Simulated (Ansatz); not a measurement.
**HBrCl (doublet): wave-function methods side by side at distance Cl1–H2 along a hydrogen transfer = 1.627 Å, cc-pVTZ**

How much of the correlation energy of HBrCl (doublet) does each wave-function method recover here?

Computed with Ansatz 0.2.0, Gaussian basis. Level: cc-pVTZ, core rule «outside noble gas», up to 19 orbitals frozen.

The runs, in order: UHF; CCSD(T) on ROHF; CCSD(T) on UHF; BCCD(T) on ROHF; CCSDT(Q) on ROHF; CCSDT(Q) on UHF; CASSCF and MRCISD+Q, 3 electrons in 3 orbitals; CASSCF and NEVPT2, 3 electrons in 3 orbitals; CASSCF and MRCISD+Q, 15 electrons in 9 orbitals; CASSCF and NEVPT2, 15 electrons in 9 orbitals.

### 1 The system

The geometry derives from fragments relaxed apart (PBE0/def2-TZVP) and kept rigid, so it is no stationary point. A hydrogen atom is moved between rigid fragments. No spin-orbit coupling is included. The filled d shell of Br may be among the frozen orbitals whatever the setting's name suggests; the logs give the count.

3 atoms, charge 0, spin multiplicity 2.

Atoms are counted from 1 here; the program's logs count them from 0.

Bond lengths: Cl1–H2 1.627 Å, H2–Br3 1.530 Å. Angles: Cl1–H2–Br3 180.0°.

### 2 UHF

File in.yaml:

```yaml
crystal:
  periodic: [false, false, false]
  atoms:
    - {symbol: Cl, position_ang: [0.000000, 0.000000, -1.594667]}
    - {symbol: H, position_ang: [0.000000, 0.000000, 0.032333]}
    - {symbol: Br, position_ang: [0.000000, 0.000000, 1.562333]}
basis:
  gaussian: {orbitals: cc-pVTZ}
magnetization: {spin_polarized: true, initial_magnetization: 1}
hamiltonian: {xc: hf}
output: {orbitals: {seedname: orbitals}}
```

Launch:

```console
$ ansatz run in.yaml --threads 1 --pin off --events-out ev --progress --plain --max-ram 2560MiB --backend cpu
```

Further steps of the session: CCSD(T) on ROHF; CCSD(T) on UHF; BCCD(T) on ROHF; CCSDT(Q) on ROHF; CCSDT(Q) on UHF; CASSCF and MRCISD+Q, 3 electrons in 3 orbitals; CASSCF and NEVPT2, 3 electrons in 3 orbitals; CASSCF and MRCISD+Q, 15 electrons in 9 orbitals; CASSCF and NEVPT2, 15 electrons in 9 orbitals.

**Question.** What will the summary of the whole plan be? Wanted: UCCSDT(Q) below the RHF energy; RMP2 from UCCSDT(Q); UMP2 from UCCSDT(Q); RCCSD from UCCSDT(Q); RCCSD(T) from UCCSDT(Q); UCCSD(T) from UCCSDT(Q); RCCSDT(Q) from UCCSDT(Q); NEVPT2 pair from UCCSDT(Q); MRCISD+Q pair from UCCSDT(Q).

The runs gave:

| quantity | value |
| --- | --- |
| UCCSDT(Q) below the RHF energy | -11.3469 eV |
| RMP2 from UCCSDT(Q) | +1489.0 meV |
| UMP2 from UCCSDT(Q) | +1552.8 meV |
| RCCSD from UCCSDT(Q) | +464.7 meV |
| RCCSD(T) from UCCSDT(Q) | +49.8 meV |
| UCCSD(T) from UCCSDT(Q) | +51.7 meV |
| RCCSDT(Q) from UCCSDT(Q) | +1.5 meV |
| NEVPT2 pair from UCCSDT(Q) | +1437.2 meV |
| MRCISD+Q pair from UCCSDT(Q) | +271.2 meV |
| NEVPT2 valence from UCCSDT(Q) | +2442.3 meV |
| levels within 1 kcal/mol (43 meV) | RCCSDT, UCCSDT, RCCSDT(Q) |
| T1 diagnostic | 0.025 |
| effectively unpaired electrons | 1.01 |

**Reading.** RCCSD(T) misses by +49.8 meV, 0.4 % of the correlation energy. One determinant dominates. Of the multireference levels listed MRCISD+Q valence comes nearest in total energy (+257.6 meV), which doesn't show that its space is the better one. These misses are within one basis, not against nature; the frozen cores of restricted and unrestricted runs differ, which can shift their rows.
